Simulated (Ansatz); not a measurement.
# C₂H₆OSeSi: one species, many methods

The task here is to estimate one member of a computed series from the others.

Computed with Ansatz 0.2.0, Gaussian basis. Level: functionals in def2-TZVPP, the program's frozen cores in correlated methods.

Levels to be run: PBE-D4, r2SCAN-D4, PBE0-D4, B3LYP-D4, ωB97X-V, ωB97M-V, B2PLYP; CCSD(T)/def2-TZVPP; MP2/def2-QZVPP; extrapolation to the limit.

### The geometry

An earlier PBE0-D4 in a triple-zeta def2 set relaxation fixed the geometry.

SMILES `O[SiH2]/C=C/[SeH]`, 11 atoms, charge 0, spin multiplicity 1.

Atoms are counted from 1 here; the program's logs count them from 0.

Bond lengths: O1–Si2 1.650 Å, O1–H6 0.958 Å, Si2–C3 1.843 Å, Si2–H7 1.492 Å, Si2–H8 1.490 Å, C3–C4 1.333 Å, C3–H9 1.089 Å, C4–Se5 1.891 Å, C4–H10 1.086 Å, Se5–H11 1.467 Å. Angles: Si2–O1–H6 117.3°, O1–Si2–C3 108.7°, O1–Si2–H7 108.8°, O1–Si2–H8 111.8°, C3–Si2–H7 111.6°, C3–Si2–H8 107.4°, H7–Si2–H8 108.6°, Si2–C3–C4 120.5°, Si2–C3–H9 120.0°, C4–C3–H9 119.5°, C3–C4–Se5 124.1°, C3–C4–H10 121.6°, Se5–C4–H10 114.3°, C4–Se5–H11 95.1°.

The first run:

in.yaml

```yaml
crystal:
  periodic: [false, false, false]
  atoms:
    - {symbol: O, position_ang: [-1.834722, 1.609214, 0.721883]}
    - {symbol: Si, position_ang: [-0.565676, 0.637203, 1.130675]}
    - {symbol: C, position_ang: [0.473770, 0.362863, -0.366052]}
    - {symbol: C, position_ang: [0.666785, -0.868135, -0.838689]}
    - {symbol: Se, position_ang: [1.744619, -1.270376, -2.339707]}
    - {symbol: H, position_ang: [-2.242397, 2.117920, 1.423410]}
    - {symbol: H, position_ang: [0.208483, 1.293149, 2.224047]}
    - {symbol: H, position_ang: [-1.022487, -0.698975, 1.607391]}
    - {symbol: H, position_ang: [0.947295, 1.207981, -0.863187]}
    - {symbol: H, position_ang: [0.206249, -1.734294, -0.373915]}
    - {symbol: H, position_ang: [1.483382, -2.713351, -2.305354]}
basis:
  gaussian: {orbitals: def2-TZVPP}
hamiltonian: {xc: pbe, dispersion: d4}
output: {forces: true, orbitals: {seedname: orbitals}}
```

Launch:

```console
ansatz run in.yaml --threads 4 --pin off --events-out ev --progress --plain --max-ram 10444MiB
```

Among the steps run: PBE-D4 (GGA); r2SCAN-D4 (meta-GGA); PBE0-D4 (hybrid); B3LYP-D4 (hybrid); ωB97X-V (range-separated); ωB97M-V (range-separated); B2PLYP (double hybrid); CCSD(T) in def2-TZVPP; MP2 in def2-QZVPP.

One table of the session follows, with a row left open; its other results are not shown here.

It belongs to the step «Atomisation energies». 

| method | atomisation energy (kJ/mol) |
| --- | --- |
| PBE-D4 | ? |
| r2SCAN-D4 | 4010.2 |
| PBE0-D4 | 3990.5 |
| B3LYP-D4 | 3991.4 |
| ωB97X-V | 4003.1 |
| ωB97M-V | 3996.9 |
| B2PLYP | 3950.8 |
| HF/def2-TZVPP | 2868.6 |
| MP2/def2-TZVPP | 3963.0 |
| CCSD/def2-TZVPP | 3831.3 |
| CCSD(T)/def2-TZVPP | 3897.5 |
| MP2/CBS | 4074.9 |
| CCSD(T)/CBS | 4009.4 |

Q: Estimate the row for PBE-D4 from the others.

The run gave: atomisation energy (kJ/mol): 4067.1. In the column «atomisation energy (kJ/mol)» it lies between r2SCAN-D4 (4010.2) and MP2/CBS (4074.9).
